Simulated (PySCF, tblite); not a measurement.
**B₃H₂O₄−, a small gas-phase stand-in for a defect centre (boron oxide ring): NMR shifts, core binding energies and electronic excitations**

Wanted: the NMR shifts, core binding energies and electronic excitations for `[O-]B1OBOBO1`. It is drawn as: deprotonated.

Programs: tblite 0.8.0 and PySCF 2.14.0. All values are calculated, for the isolated system unless a continuum is named. Atoms count from 0, parts from 1.

## 1. The system as given

9 atoms, charge -1, multiplicity 1; geometry: distance geometry start.

## 2. Geometry optimisation with GFN2-xTB

The job: settings as JSON, then the geometry in Å.

```
{"job": {"kind": "relax", "xc": "GFN2-xTB", "basis": "xTB"}, "charge": -1, "multiplicity": 1}
O      0.477918     0.292372    -0.879456
B      0.543702     1.622532    -0.162813
O     -0.423715     1.782388     0.987526
B     -1.385260     0.721770     1.437031
O     -1.354670    -0.550972     0.632876
B     -0.465670    -0.818773    -0.533783
O     -1.106540    -1.563732    -1.670091
H      1.618137     2.045436    -0.027714
H     -1.523221     0.604914     2.560368
```

Level: GFN2-xTB geometry optimisation, gas phase.

Command:

```sh
$ OMP_NUM_THREADS=1 python cluster_run.py task.json out
```

One launch serves the whole session: the jobs run in the order shown.

Log:

```text
step      E/eV     max force
  0    -581.66188    6.952
  1    -584.02867    4.216
  2    -583.62714   20.688
  3    -585.11467    2.714
  4    -585.30628    1.326
  5    -585.45361    0.759
  6    -585.48546    0.412
  7    -585.49202    0.395
  8    -585.50219    0.411
  9    -585.51498    0.448
 10    -585.52997    0.431
 11    -585.54545    0.363
 12    -585.56074    0.305
 13    -585.57245    0.286
 14    -585.57904    0.234
 15    -585.58427    0.178
 16    -585.58728    0.128
 17    -585.58927    0.136
 18    -585.59073    0.098
 19    -585.59175    0.106
 20    -585.59246    0.092
 21    -585.59298    0.080
 22    -585.59336    0.076
 23    -585.59367    0.056
 24    -585.59404    0.069
 25    -585.59455    0.079
 26    -585.59524    0.099
 27    -585.59606    0.118
 28    -585.59691    0.098
 29    -585.59768    0.098
 30    -585.59840    0.095
 31    -585.59900    0.060
 32    -585.59936    0.047
 33    -585.59953    0.033
 34    -585.59959    0.017
 35    -585.59960    0.006
```

Wall time 0.85 s (1 thread of Arm Neoverse V1, shared host).

Relaxation path: (not every step is listed) (the energy doesn't fall at every step)

```csv
step,energy from step 0 (eV),largest force (eV/Å)
0,0.0000,6.9521
1,-2.3668,4.2164
2,-1.9653,20.6882
3,-3.4528,2.7142
4,-3.6444,1.3258
5,-3.7917,0.7588
6,-3.8236,0.4116
7,-3.8301,0.3948
8,-3.8403,0.4119
10,-3.8681,0.4307
12,-3.8989,0.3044
14,-3.9172,0.2344
16,-3.9254,0.1281
18,-3.9289,0.0982
20,-3.9306,0.0917
22,-3.9315,0.0761
24,-3.9322,0.0691
26,-3.9334,0.0998
28,-3.9350,0.0978
30,-3.9365,0.0949
31,-3.9371,0.0599
32,-3.9375,0.0466
33,-3.9376,0.0323
34,-3.9377,0.0164
35,-3.9377,0.0057
```

Distances of close pairs at the start and the end, largest changes first:

```csv
bond,before (Å),after (Å),change (Å)
B5–O6,1.502,1.251,-0.251
O0–B1,1.512,1.314,-0.198
B3–O4,1.506,1.314,-0.192
B1–O2,1.512,1.383,-0.129
O2–B3,1.501,1.383,-0.118
B3–H8,1.138,1.193,+0.055
B1–H7,1.163,1.193,+0.031
O0–B5,1.498,1.483,-0.015
```

## 3. Relaxing the molecule at PBE0-D3(BJ)/def2-SVP

The job: settings as JSON, then the geometry in Å.

```
{"job": {"xc": "PBE0", "basis": "def2-SVP", "d3": "d3bj", "grid": 2, "kind": "geom", "shake": 0.01}, "charge": -1, "multiplicity": 1}
O      0.789224    -0.089616    -1.122392
B      0.969952     0.905480    -0.271080
O      0.236531     1.067763     0.892712
B     -0.693150     0.130554     1.140350
O     -0.996780    -0.880461     0.326342
B     -0.269850    -1.103847    -0.936363
O     -0.482301    -2.052107    -1.726499
H      1.839814     1.727503    -0.484279
H     -1.349193     0.271584     2.172658
```

Log:

```text
step   0  E = -376.33208433  max force = 0.034956
step   1  E = -376.33437551  max force = 0.008685
step   2  E = -376.33454261  max force = 0.002993
step   3  E = -376.33461127  max force = 0.001144
step   4  E = -376.33462669  max force = 0.000956
step   5  E = -376.33463570  max force = 0.000341
optimisation converged
```

Run time: 33 s. Hardware: 1 thread of Arm Neoverse V1, shared host; peak memory 0.58 GiB.

Along the way:

```csv
step,energy from step 0 (eV),largest force component (eV/Å)
0,0.0000,1.7975
1,-0.0623,0.4466
2,-0.0669,0.1539
3,-0.0688,0.0588
4,-0.0692,0.0492
5,-0.0694,0.0175
```

Close pairs (by a distance rule), those that changed most:

```csv
bond,before (Å),after (Å),change (Å)
O2–B3,1.343,1.387,+0.044
B3–H8,1.231,1.222,-0.009
O0–B1,1.322,1.330,+0.008
O0–B5,1.478,1.471,-0.007
B5–O6,1.252,1.260,+0.007
B1–H7,1.216,1.222,+0.006
B3–O4,1.333,1.330,-0.003
O4–B5,1.474,1.471,-0.003
```

The end geometry stands in the next job.

```csv
at the end point,value
point group (found at 0.08 Å tolerance),C2v
"rotational constants (GHz, main isotopes)","5.826, 2.685, 1.838"
```

## 4. NMR shieldings: PBE0/aug-pcSseg-2

The job: settings as JSON, then the geometry in Å.

```
{"job": {"kind": "nmr", "xc": "PBE0", "basis": "aug-pcSseg-2"}, "charge": -1, "multiplicity": 1}
O      0.703075    -0.003538    -1.166321
B      0.930344     0.987691    -0.309743
O      0.265845     1.089117     0.903539
B     -0.664710     0.101891     1.191223
O     -0.914649    -0.905671     0.360440
B     -0.253388    -1.097764    -0.939935
O     -0.472830    -2.050089    -1.734604
H      1.745025     1.862515    -0.562881
H     -1.253954     0.199271     2.257266
```

Level: GIAO PBE0/aug-pcSseg-2 NMR shielding, non-relativistic, gas phase.

Log:

```text
coarse grid: 8848 points
cycle   1  E = -376.4366526635  dE =  1.155e+00  |g| = 1.335e+00  |ddm| = 4.145e+00
cycle   2  E = -371.0633201595  dE =  5.373e+00  |g| = 3.236e+00  |ddm| = 2.172e+03
cycle   3  E = -376.4788768805  dE = -5.416e+00  |g| = 1.136e+00  |ddm| = 2.172e+03
cycle   4  E = -376.7150276706  dE = -2.362e-01  |g| = 4.330e-01  |ddm| = 1.594e+00
cycle   5  E = -376.7631670094  dE = -4.814e-02  |g| = 2.086e-01  |ddm| = 1.532e+00
cycle   6  E = -376.7711224161  dE = -7.955e-03  |g| = 6.164e-02  |ddm| = 5.256e-01
cycle   7  E = -376.7717687697  dE = -6.464e-04  |g| = 2.162e-02  |ddm| = 2.157e-01
cycle   8  E = -376.7718456959  dE = -7.693e-05  |g| = 6.032e-03  |ddm| = 4.897e-02
cycle   9  E = -376.7718518135  dE = -6.118e-06  |g| = 1.467e-03  |ddm| = 1.694e-02
final grid: 89200 points
cycle  10  E = -376.7668491919  dE = -1.217e-04  |g| = 1.144e-02  |ddm| = 6.179e-01
cycle  11  E = -376.7668051665  dE =  4.403e-05  |g| = 1.947e-02  |ddm| = 4.356e-02
cycle  12  E = -376.7668709731  dE = -6.581e-05  |g| = 1.785e-03  |ddm| = 2.530e-02
cycle  13  E = -376.7668714498  dE = -4.766e-07  |g| = 6.735e-04  |ddm| = 3.850e-03
cycle  14  E = -376.7668715241  dE = -7.438e-08  |g| = 1.359e-04  |ddm| = 1.216e-03
cycle  15  E = -376.7668715268  dE = -2.636e-09  |g| = 6.610e-05  |ddm| = 4.019e-04
cycle  16  E = -376.7668715275  dE = -7.560e-10  |g| = 9.429e-06  |ddm| = 1.428e-04
converged SCF energy = -376.7668715275

GIAO shielding tensors (ppm)
atom      isotropic    diamagn.    paramagn.     s11        s22        s33       span
  0 O      114.735     389.093    -274.359    -29.692    107.137    266.760    296.452
  1 B       73.256     195.354    -122.098     50.811     82.494     86.464     35.653
  2 O      121.143     386.414    -265.271    -66.730    123.725    306.434    373.164
  3 B       73.264     195.291    -122.027     50.796     82.532     86.464     35.668
  4 O      114.664     389.264    -274.601    -29.790    107.115    266.665    296.455
  5 B       88.196     214.946    -126.750     29.789     77.228    157.571    127.782
  6 O      131.331     384.147    -252.816    -32.986    145.769    281.210    314.197
  7 H       26.810      30.346      -3.535     23.485     26.879     30.067      6.582
  8 H       26.810      30.368      -3.557     23.485     26.880     30.067      6.582
```

It took 86 s on 1 thread of Arm Neoverse V1, shared host; peak memory 1.6 GiB.

No reference compound was run at this level, so shieldings alone are listed. Atoms listed in one row are averaged.

```csv
atoms,environment,σ (ppm)
"H7, H8",hydrogen on a boron bonded to 2 O,26.81
"O0, O4",oxygen bonded to 2 B,114.7
O2,oxygen bonded to 2 B,121.1
O6,oxygen bonded to B,131.3
"B1, B3","boron bonded to 2 O, H",73.3
B5,boron bonded to 3 O,88.2
```

Charges from the same density, by scheme (e):

```csv
atoms,IAO,Hirshfeld,ESP fit
"O0, O4",-0.48,-0.27,-0.77
"B1, B3",0.38,0.19,0.83
O2,-0.50,-0.27,-0.75
B5,0.52,0.17,1.05
O6,-0.71,-0.56,-0.94
```

Mulliken charges and Mayer bond orders break down with diffuse functions, so they are left out here.

With diffuse functions Mulliken charges and Mayer bond orders lose their meaning; the other schemes are steadier.

Ring of atoms O0, B1, O2, B3, O4, B5: NICS(0) 0.7, NICS(1) -0.7, NICS(1)zz 0.6 ppm (means of both faces).

Orbitals, density, ELF and potential are computed afterwards from the orbital file.

Frontier orbitals at PBE0/aug-pcSseg-2, with the share of their density that lies nearest to each atom:

```csv
orbital,energy (eV),lies on
HOMO,-2.02,O6 85 %
LUMO,2.44,"H7, H8 about 34 % each; O2 27 %"
```

ELF in a plane through or near 9 of the atoms.

Ten even steps from '0' (0.00) to '9' (1.00):
```
0000000000000000000000000000
0000000000000000000000000000
0000000000000001232000000000
0000000000000006999720000000
0000000000121019999980000000
0000000001565119999981000000
0000011001798735999830000000
0000245300763747342000000000
0002688752587742475420000000
0003787581245216848863000000
0003786582245216838863000000
0002688752587742575420000000
0000345300762748242000000000
0000011001798734899830000000
0000000001566219999991000000
0000000000121019999980000000
0000000000000006999820000000
0000000000000000232100000000
0000000000000000000000000000
0000000000000000000000000000
```
The map spans 10.7 Å across and 9.6 Å up, centred on the molecule. Atoms in the plane (x, y in Å): O0 (-0.6, 1.2), B1 (0.7, 1.2), O2 (1.4, 0.0), B3 (0.7, -1.2), O4 (-0.6, -1.2), B5 (-1.5, 0.0), O6 (-2.7, 0.0), H7 (1.3, 2.2), H8 (1.3, -2.2).

On the surface of density 0.002 e/bohr³ the electrostatic potential runs, from the 1st to the 99th percentile, from -6.52 V near O6 to -2.81 V near B3.

## 5. X-ray photoelectron lines: SCAN, X2C

Same as in step 4 but for these lines:

```diff
@@ -1,2 +1,2 @@
-{"job": {"kind": "nmr", "xc": "PBE0", "basis": "aug-pcSseg-2"}, "charge": -1, "multiplicity": 1}
+{"job": {"kind": "xps", "holes": 5, "basis": "aug-pcX-2", "basis_other": "aug-pcseg-1"}, "charge": -1, "multiplicity": 1}
 O      0.703075    -0.003538    -1.166321
```

Level: delta-SCF UKS SCAN, aug-pcX-2 on the ionised atom, aug-pcseg-1 elsewhere, spin-free X2C.

Log:

```text
ground state, core basis on atom 1 (B), 217 functions
  cycle   1  E = -376.73675425  |g| = 1.30e+00
  cycle   2  E = -366.59745945  |g| = 3.72e+00
  cycle   3  E = -376.55121572  |g| = 1.46e+00
  cycle   4  E = -376.98540836  |g| = 5.30e-01
  cycle   5  E = -377.05703603  |g| = 2.61e-01
  cycle   6  E = -377.06900650  |g| = 1.03e-01
  cycle   7  E = -377.07087876  |g| = 3.22e-02
  cycle   8  E = -377.07103606  |g| = 1.50e-02
  cycle   9  E = -377.07108389  |g| = 2.88e-03
  cycle  10  E = -377.07108327  |g| = 9.64e-04
  cycle  11  E = -377.07108486  |g| = 5.27e-04
  cycle  12  E = -377.07108429  |g| = 7.50e-05
  E(ground) = -377.09018457 Eh
hole in B 1s of atom 1
  cycle   1  E = -369.58158938  |g| = 1.17e+00
  cycle   2  E = -367.17009932  |g| = 2.18e+00
  cycle   3  E = -369.55940434  |g| = 9.61e-01
  cycle   4  E = -369.93394247  |g| = 2.84e-01
  cycle   5  E = -369.96143341  |g| = 2.02e-01
  cycle   6  E = -369.97433723  |g| = 9.40e-02
  cycle   7  E = -369.97819412  |g| = 3.44e-02
  cycle   8  E = -369.97867133  |g| = 1.42e-02
  cycle   9  E = -369.97878693  |g| = 9.67e-03
  cycle  10  E = -369.97883807  |g| = 5.12e-03
  cycle  11  E = -369.97885108  |g| = 4.38e-03
  cycle  12  E = -369.97886312  |g| = 1.24e-03
  cycle  13  E = -369.97886444  |g| = 5.35e-04
  cycle  14  E = -369.97886493  |g| = 1.32e-04
  E(ion) = -369.99802850 Eh   <S^2> = 0.8325   hole on atom = 1.000   binding energy = 192.987 eV
ground state, core basis on atom 2 (O), 217 functions
  cycle   1  E = -377.10461487  |g| = 1.10e-01
  cycle   2  E = -377.10244779  |g| = 1.27e-01
  cycle   3  E = -377.10472759  |g| = 5.44e-02
  cycle   4  E = -377.10522041  |g| = 1.37e-02
  cycle   5  E = -377.10525951  |g| = 1.33e-03
  cycle   6  E = -377.10525911  |g| = 7.26e-04
  cycle   7  E = -377.10525771  |g| = 1.86e-04
  E(ground) = -377.12000339 Eh
hole in O 1s of atom 2
  cycle   1  E = -356.64620263  |g| = 2.23e+00
  cycle   2  E = -352.75702317  |g| = 3.09e+00
  cycle   3  E = -356.31881695  |g| = 1.54e+00
  cycle   4  E = -357.43148235  |g| = 2.66e-01
  cycle   5  E = -357.41240510  |g| = 3.65e-01
  cycle   6  E = -357.46640659  |g| = 6.52e-02
  cycle   7  E = -357.46793108  |g| = 2.17e-02
  cycle   8  E = -357.46811679  |g| = 4.84e-03
  cycle   9  E = -357.46812720  |g| = 1.83e-03
  cycle  10  E = -357.46812774  |g| = 2.56e-04
  E(ion) = -357.48381155 Eh   <S^2> = 0.7617   hole on atom = 1.000   binding energy = 534.328 eV
ground state, core basis on atom 4 (O), 217 functions
  cycle   1  E = -377.10281137  |g| = 1.41e-01
  cycle   2  E = -377.09542817  |g| = 2.27e-01
  cycle   3  E = -377.10460047  |g| = 4.12e-02
  cycle   4  E = -377.10482290  |g| = 2.33e-02
  cycle   5  E = -377.10492199  |g| = 3.27e-03
  cycle   6  E = -377.10492429  |g| = 9.70e-04
  cycle   7  E = -377.10492390  |g| = 1.87e-04
  E(ground) = -377.11994068 Eh
hole in O 1s of atom 4
  cycle   1  E = -356.67066517  |g| = 2.23e+00
  cycle   2  E = -355.96135228  |g| = 2.36e+00
  cycle   3  E = -357.26267966  |g| = 7.79e-01
  cycle   4  E = -357.34260448  |g| = 6.26e-01
  cycle   5  E = -357.48540287  |g| = 1.57e-01
  cycle   6  E = -357.49372130  |g| = 7.04e-02
  cycle   7  E = -357.49550360  |g| = 9.54e-03
  cycle   8  E = -357.49553543  |g| = 4.68e-03
  cycle   9  E = -357.49554343  |g| = 2.67e-03
  cycle  10  E = -357.49554560  |g| = 7.43e-04
  cycle  11  E = -357.49554554  |g| = 2.31e-04
  E(ion) = -357.51103281 Eh   <S^2> = 0.7624   hole on atom = 1.000   binding energy = 533.586 eV
ground state, core basis on atom 5 (B), 217 functions
  cycle   1  E = -377.07022642  |g| = 1.01e-01
  cycle   2  E = -377.06627203  |g| = 1.72e-01
  cycle   3  E = -377.07164202  |g| = 2.03e-02
  cycle   4  E = -377.07169078  |g| = 1.40e-02
  cycle   5  E = -377.07172597  |g| = 3.15e-03
  cycle   6  E = -377.07172761  |g| = 7.25e-04
  cycle   7  E = -377.07172916  |g| = 2.74e-04
  E(ground) = -377.09234554 Eh
hole in B 1s of atom 5
  cycle   1  E = -369.62373587  |g| = 1.18e+00
  cycle   2  E = -368.84864104  |g| = 1.74e+00
  cycle   3  E = -369.85399641  |g| = 6.35e-01
  cycle   4  E = -369.95215470  |g| = 3.84e-01
  cycle   5  E = -370.00886648  |g| = 1.09e-01
  cycle   6  E = -370.01332838  |g| = 3.22e-02
  cycle   7  E = -370.01369487  |g| = 9.81e-03
  cycle   8  E = -370.01374976  |g| = 3.23e-03
  cycle   9  E = -370.01375991  |g| = 1.52e-03
  cycle  10  E = -370.01376327  |g| = 9.32e-04
  cycle  11  E = -370.01376428  |g| = 8.18e-04
  cycle  12  E = -370.01376578  |g| = 1.10e-04
  E(ion) = -370.03382866 Eh   <S^2> = 0.7784   hole on atom = 1.000   binding energy = 192.072 eV
ground state, core basis on atom 6 (O), 217 functions
  cycle   1  E = -377.10188953  |g| = 1.12e-01
  cycle   2  E = -377.09813997  |g| = 1.57e-01
  cycle   3  E = -377.10195148  |g| = 6.02e-02
  cycle   4  E = -377.10260574  |g| = 6.70e-03
  cycle   5  E = -377.10261705  |g| = 1.91e-03
  cycle   6  E = -377.10261673  |g| = 2.88e-04
  E(ground) = -377.11718544 Eh
hole in O 1s of atom 6
  cycle   1  E = -356.77886118  |g| = 2.22e+00
  cycle   2  E = -356.49080752  |g| = 2.13e+00
  cycle   3  E = -357.57715646  |g| = 3.66e-01
  cycle   4  E = -357.59213248  |g| = 2.42e-01
  cycle   5  E = -357.61339946  |g| = 4.38e-02
  cycle   6  E = -357.61393960  |g| = 2.09e-02
  cycle   7  E = -357.61408574  |g| = 9.15e-03
  cycle   8  E = -357.61411825  |g| = 1.90e-03
  cycle   9  E = -357.61412009  |g| = 4.13e-04
  E(ion) = -357.62952760 Eh   <S^2> = 0.7634   hole on atom = 1.000   binding energy = 530.286 eV
```

Wall time 58 s (1 thread of Arm Neoverse V1, shared host); peak memory 0.77 GiB.

The holes in one table. −ε is the ground-state orbital energy:

```csv
hole,stands for,environment,ΔSCF (eV),−ε (eV),⟨S²⟩
B1s on B1,"B1, B3","boron bonded to 2 O, H",192.99,176.9,0.833
O1s on O2,O2,oxygen bonded to 2 B,534.33,512.7,0.762
O1s on O4,"O0, O4",oxygen bonded to 2 B,533.59,512.0,0.762
B1s on B5,B5,boron bonded to 3 O,192.07,175.8,0.778
O1s on O6,O6,oxygen bonded to B,530.29,509.0,0.763
```

Each hole run stands for the others of its class of like atoms.

## 6. Excited states and response: CAM-B3LYP/def2-SVPD

Same as in step 5 but for these lines:

```diff
@@ -1,2 +1,2 @@
-{"job": {"kind": "xps", "holes": 5, "basis": "aug-pcX-2", "basis_other": "aug-pcseg-1"}, "charge": -1, "multiplicity": 1}
+{"job": {"kind": "uv", "xc": "CAM-B3LYP", "basis": "def2-SVPD", "nstates": 6, "ntriplets": 2, "ip": true}, "charge": -1, "multiplicity": 1}
 O      0.703075    -0.003538    -1.166321
```

Level: TDDFT CAM-B3LYP/def2-SVPD, vertical, gas phase, core orbitals frozen in the response.

Log:

```text
coarse grid: 8848 points
cycle   1  E = -376.2179520990  dE =  1.217e+00  |g| = 1.310e+00  |ddm| = 5.046e+00
cycle   2  E = -375.8686890935  dE =  3.493e-01  |g| = 1.907e+00  |ddm| = 2.230e+01
cycle   3  E = -376.5571068129  dE = -6.884e-01  |g| = 2.247e-01  |ddm| = 2.156e+01
cycle   4  E = -376.5654391768  dE = -8.332e-03  |g| = 8.839e-02  |ddm| = 2.757e-01
cycle   5  E = -376.5668745764  dE = -1.435e-03  |g| = 1.276e-02  |ddm| = 2.940e-01
cycle   6  E = -376.5669075609  dE = -3.298e-05  |g| = 7.214e-03  |ddm| = 7.241e-02
cycle   7  E = -376.5669175670  dE = -1.001e-05  |g| = 2.355e-03  |ddm| = 2.946e-02
cycle   8  E = -376.5669187819  dE = -1.215e-06  |g| = 2.991e-04  |ddm| = 1.236e-02
final grid: 89200 points
cycle   9  E = -376.6538846134  dE = -5.076e-05  |g| = 3.129e-03  |ddm| = 9.460e-02
cycle  10  E = -376.6538838544  dE =  7.590e-07  |g| = 4.130e-03  |ddm| = 1.040e-02
cycle  11  E = -376.6538868447  dE = -2.990e-06  |g| = 4.088e-04  |ddm| = 4.355e-03
cycle  12  E = -376.6538868786  dE = -3.398e-08  |g| = 2.810e-04  |ddm| = 1.288e-03
cycle  13  E = -376.6538868929  dE = -1.425e-08  |g| = 7.972e-05  |ddm| = 3.847e-04
cycle  14  E = -376.6538868941  dE = -1.256e-09  |g| = 2.091e-05  |ddm| = 1.462e-04
cycle  15  E = -376.6538868942  dE = -9.868e-11  |g| = 9.008e-06  |ddm| = 4.269e-05
converged SCF energy = -376.6538868942

Static polarisability (au): isotropic 57.974, principal 42.907 60.913 70.102

Singlet excitations
state   eV       nm        f      main configurations
  1   5.3744    230.7   0.01975   H->L 0.56, H->L+3 0.42
  2   6.0057    206.4   0.01352   H-1->L 0.63, H-1->L+3 0.34
  3   6.0140    206.2   0.00150   H->L+2 0.95
  4   6.1733    200.8   0.02205   H->L+3 0.51, H->L 0.42
  5   6.2160    199.5   0.00772   H->L+1 0.95
  6   6.5021    190.7   0.00000   H->L+4 0.74, H->L+8 0.14

Triplet excitations (Tamm-Dancoff, eV): 5.3028 5.9330
Vertical ionisation energy (delta-SCF) = 4.5387 eV
```

Run time: 65 s. Hardware: 1 thread of Arm Neoverse V1, shared host; peak memory 0.85 GiB.

Frontier orbitals and where they lie:

```csv
orbital,eV,atoms
HOMO−3,-6.10,"O6 69 %, B5 12 %, O2 6 %"
HOMO−2,-5.75,"O4 30 %, O0 30 %, B3 8 %"
HOMO−1,-4.23,"O6 67 %, B5 17 %, O4 6 %"
HOMO,-3.57,"O6 77 %, B5 13 %"
LUMO,4.06,"B1 38 %, B3 38 %, O2 10 %"
LUMO+1,4.54,"B3 36 %, B1 36 %, H8 7 %"
LUMO+2,5.02,"B1 27 %, B3 27 %, O2 10 %"
```

With each of the 6 states as a Gaussian band of 0.4 eV half-width at 1/e, the curve within the window shown has maxima at 202 nm (ε 1,800) L/(mol cm). Beyond the last state computed it falls off for lack of states. The curve at chosen wavelengths:

| nm | ε (L/mol/cm) |
| --- | --- |
| 182 | 124 |
| 185 | 274 |
| 188 | 517 |
| 191 | 841 |
| 194 | 1197 |
| 197 | 1509 |
| 200 | 1707 |
| 204 | 1740 |
| 207 | 1617 |
| 210 | 1427 |
| 213 | 1232 |
| 216 | 1077 |
| 219 | 979 |
| 222 | 932 |
| 225 | 913 |
| 228 | 896 |
| 231 | 861 |
| 234 | 800 |
| 237 | 713 |
| 241 | 572 |
| 244 | 461 |
| 247 | 357 |
| 250 | 266 |
| 253 | 191 |
| 256 | 133 |
| 259 | 89 |

Ground-state properties from the same run:

```csv
property,computed
polarisability (Å³),8.59
HOMO–LUMO gap (eV),7.62
−ε(HOMO) (eV),3.57
```

## 7. Outcome

| quantity | value |
| --- | --- |
| point group | C2v |
| rotational constants (main isotopes) | 5.83, 2.68, 1.84 GHz |
| shieldings of H, O, B (PBE0/aug-pcSseg-2, a mean where the table joins atoms) | H7 26.8, O0 114.7, O2 121.1, O6 131.3, B1 73.3, B5 88.2 ppm |
| O1s binding energies, SCAN/aug-pcX-2 | O2 534.33, O4 533.59, O6 530.29 eV |
| B1s binding energies, SCAN/aug-pcX-2 | B1 192.99, B5 192.07 eV |
| lowest singlet (CAM-B3LYP/def2-SVPD) | 5.37 eV (231 nm), f = 0.020 |
| brightest single state of those computed | state 4, 6.17 eV, f = 0.022 |
| lowest triplet | 5.30 eV |
| vertical ionisation energy (ΔSCF) | 4.54 eV |

**Reading.** The start of the PBE0/def2-SVP relaxation was shaken at random by about 0.01 Å, so part of the energy gained, and of the first lengths quoted, undoes that. Over 5 steps the energy fell by 0.069 eV; of the close pairs, O2–B3 changed most, 1.343 to 1.387 Å (PBE0/def2-SVP). No frequency check was run at this level, so the end point may be a saddle. At PBE0/aug-pcSseg-2: Shielding is most anisotropic at O2 (span 373 ppm, paramagnetic term -265 ppm). At SCAN/aug-pcX-2: O2 (oxygen bonded to 2 B) binds its O1s electron 4.04 eV more tightly than O6 (oxygen bonded to B). At SCAN/aug-pcX-2: The B1s levels kept as sound span 0.92 eV, from B5 (boron bonded to 3 O) up to B1 (boron bonded to 2 O, H). The lowest singlet, at 5.37 eV, is HOMO→LUMO 0.56, HOMO→LUMO+3 0.42 and is weak; of the 6 states computed, the strongest absorption comes from state 4 at 6.17 eV. The lowest triplet lies 0.07 eV below the lowest singlet (triplets in Tamm-Dancoff, singlets in full TDDFT). In the gas-phase run even the lowest singlet lies above the computed detachment energy of this anion, so its states are not to be taken as bound. At CAM-B3LYP/def2-SVPD, all states lie near or above the ionisation energy, where they hang on the basis. The orbital energy would give 3.57 eV for ionisation, ΔSCF gives 4.54 eV.
